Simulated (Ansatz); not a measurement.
# SiOF₃ radical: a ladder of functionals and wavefunction methods

Aim: compute SiOF₃ radical with functionals from several rungs and with coupled cluster. The yardstick is the atomisation energy at the CCSD(T) limit.

Program: Ansatz 0.2.0, Gaussian basis. Level of theory: functionals in def2-TZVPP, the program's frozen cores in correlated methods. These are calculated values, not measurements.

Levels to be run: LDA (SPW92), PBE-D4, revPBE-D4, BLYP-D4, r2SCAN-D4, B97M-V, PBE0-D4, B3LYP-D4, r2SCANh-D4, r2SCAN0-D4, HSE06-D4, BHLYP-D4, CAM-B3LYP-D4, LC-ωPBE, ωB97X-V, ωB97M-V, B2PLYP, PBE-QIDH; CCSD(T)/def2-SVP; CCSD(T)/def2-TZVPP; MP2/def2-QZVPP; extrapolation to the limit; RPA on PBE.

**1. The relaxed structure**

An earlier PBE0-D4 in a triple-zeta def2 set relaxation fixed the geometry.

SMILES `[O][Si](F)(F)F`, 5 atoms, charge 0, spin multiplicity 2.

Atoms are counted from 1 here; the program's logs count them from 0.

Bond lengths: O1–Si2 1.650 Å, Si2–F3 1.565 Å, Si2–F4 1.564 Å, Si2–F5 1.565 Å. Angles: O1–Si2–F3 111.7°, O1–Si2–F4 105.6°, O1–Si2–F5 111.4°, F3–Si2–F4 110.3°, F3–Si2–F5 107.4°, F4–Si2–F5 110.5°.

**2. LDA**

This LDA is Slater exchange with PW92 correlation.

Contents of in.yaml:

```yaml
crystal:
  periodic: [false, false, false]
  atoms:
    - {symbol: O, position_ang: [1.086960, 1.214228, -0.016213]}
    - {symbol: Si, position_ang: [-0.007537, -0.020201, -0.003186]}
    - {symbol: F, position_ang: [-1.326124, 0.366238, -0.752381]}
    - {symbol: F, position_ang: [0.697250, -1.214273, -0.727618]}
    - {symbol: F, position_ang: [-0.400548, -0.419592, 1.457998]}
basis:
  gaussian: {orbitals: def2-TZVPP}
magnetization: {spin_polarized: true, initial_magnetization: 1}
hamiltonian: {xc: lda}
output: {orbitals: {seedname: orbitals}}
```

Started as:

```sh
ansatz run in.yaml --threads 4 --pin off --events-out ev --progress --plain --max-ram 10444MiB
```

Further steps of the session: PBE-D4 (GGA); revPBE-D4 (GGA); BLYP-D4 (GGA); r2SCAN-D4 (meta-GGA); B97M-V (meta-GGA); PBE0-D4 (hybrid); B3LYP-D4 (hybrid); r2SCANh-D4 (hybrid); r2SCAN0-D4 (hybrid); HSE06-D4 (hybrid); BHLYP-D4 (hybrid); CAM-B3LYP-D4 (range-separated); LC-ωPBE (range-separated); ωB97X-V (range-separated); ωB97M-V (range-separated); B2PLYP (double hybrid); PBE-QIDH (double hybrid); CCSD(T) in def2-SVP; CCSD(T) in def2-TZVPP; MP2 in def2-QZVPP; RPA on PBE orbitals.

Before running them: what should the planned runs give, taken together? Wanted: atomisation energy, CCSD(T)/CBS; farthest beyond LDA; mean size of error, GGA; mean size of error, meta-GGA; mean size of error, hybrid; mean size of error, range-separated; mean size of error, double hybrid; gap, smallest and largest; T1 diagnostic.

**Answer**, as computed:

| quantity | value |
| --- | --- |
| atomisation energy, CCSD(T)/CBS | 524.0 kcal/mol |
| functionals within 2.6 kcal/mol (0.5 %) | r2SCAN-D4, B97M-V, CAM-B3LYP-D4 |
| farthest beyond LDA | BHLYP-D4 (-32.7 kcal/mol) |
| mean size of error, GGA | 8.2 kcal/mol |
| mean size of error, meta-GGA | 0.9 kcal/mol |
| mean size of error, hybrid | 15.9 kcal/mol |
| mean size of error, range-separated | 3.3 kcal/mol |
| mean size of error, double hybrid | 10.7 kcal/mol |
| gap, smallest and largest | 0.16 eV (LDA (SPW92)), 10.29 eV (LC-ωPBE) |
| T1 diagnostic | 0.0124 |
| triples share of the correlation energy | 2.8 % |

In words: LDA overbinds by 80.4 kcal/mol (15 %). PBE-D4 is off by +4.2 kcal/mol. Double hybrids carry the basis error of their MP2 part in triple zeta, and no dispersion term here, so their miss is partly the set-up's. Taken by rung, meta-GGA functionals do best (0.9 kcal/mol on average) and hybrid ones worst beyond LDA (15.9 kcal/mol). The mean of the hybrids holds BHLYP, with half exact exchange. RPA and LDA stand outside this count. The reference freezes the cores and leaves out relativity and excitations past (T), so misses under about 2.6 kcal/mol can't be ranked. Hartree-Fock recovers 73 % of the binding; the rest is correlation. CCSD(T) in def2-SVP is off by -59.6 kcal/mol, more than most functionals: a good method in a small basis is no reference. Orbital gaps span 0.2 to 10.3 eV; exact exchange widens them.
